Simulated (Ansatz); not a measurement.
**SiGeH₃+ (singlet): from Hartree-Fock to the top rungs, cc-pVTZ**

The task here is to estimate one member of a computed series from the others.

Method: cc-pVTZ, core rule «outside noble gas», up to 19 orbitals frozen; program: Ansatz 0.2.0, Gaussian basis.

Plan: UHF; CCSD(T) on RHF; CCSD(T) on UHF; BCCD(T) on RHF; CCSDT(Q) on RHF; CCSDT(Q) on UHF; CASSCF and NEVPT2, 10 electrons in 11 orbitals.

5 further runs of the same task are left out: 5 set aside as unsound or not needed.

**What is computed**

The geometry is a PBE0/def2-TZVP stationary point (not a proven minimum) of the parent state, kept for this charge and spin. No spin-orbit coupling is included. The filled d shell of Ge may be among the frozen orbitals whatever the setting's name suggests; the logs give the count.

5 atoms, charge 1, spin multiplicity 1.

Atoms are counted from 1 here; the program's logs count them from 0.

Bond lengths: Si1–Ge2 2.420 Å, Ge2–H3 1.550 Å, Ge2–H4 1.543 Å, Ge2–H5 1.543 Å. Angles: Si1–Ge2–H3 102.9°, Si1–Ge2–H4 116.0°, Si1–Ge2–H5 116.0°, H3–Ge2–H4 106.8°, H3–Ge2–H5 106.8°, H4–Ge2–H5 107.6°.

Set-up of the first run:

Contents of in.yaml:

```yaml
crystal:
  periodic: [false, false, false]
  atoms:
    - {symbol: Si, position_ang: [0.006312, -0.000001, 1.781521]}
    - {symbol: Ge, position_ang: [0.001520, 0.000000, -0.638687]}
    - {symbol: H, position_ang: [-1.510450, -0.000015, -0.981329]}
    - {symbol: H, position_ang: [0.612502, 1.244920, -1.315333]}
    - {symbol: H, position_ang: [0.612528, -1.244907, -1.315334]}
basis:
  gaussian: {orbitals: cc-pVTZ}
total_charge: 1
magnetization: {spin_polarized: true, initial_magnetization: 0}
hamiltonian: {xc: hf}
output: {orbitals: {seedname: orbitals}}
```

Launch:

```console
> ansatz run in.yaml --threads 1 --pin off --events-out ev --progress --plain --max-ram 4096MiB --backend cpu
```

Among the steps run: UHF; CCSD(T) on RHF; CCSD(T) on UHF; BCCD(T) on RHF; CCSDT(Q) on RHF; CCSDT(Q) on UHF; CASSCF and NEVPT2, 10 electrons in 11 orbitals.

One table of the session follows, with a row left open; its other results are not shown here.

```
        method  from RCCSDT(Q) (meV)
           RHF               +6480.5
           UHF               +6389.1
          RMP2                     ?
          UMP2               +1621.2
         RCCSD                +254.6
         UCCSD                +264.4
      RCCSD(T)                 +48.6
      UCCSD(T)                 +50.9
       BCCD(T)                 +47.4
        RCCSDT                 +11.0
        UCCSDT                 +13.0
     RCCSDT(Q)                     0
     UCCSDT(Q)                  +0.4
CASSCF valence               +3843.5
NEVPT2 valence               +1080.8
```

**Question.** Estimate the row for RMP2.

**Answer.** from RCCSDT(Q) (meV): +1421.4. In the column «from RCCSDT(Q) (meV)» it lies between NEVPT2 valence (+1080.8) and UMP2 (+1621.2).

Caveats from the session: Restricted and unrestricted rows rest on different reference determinants; where their highest levels disagree by more than a few hundredths of an eV, they describe different states and don't form one ladder.
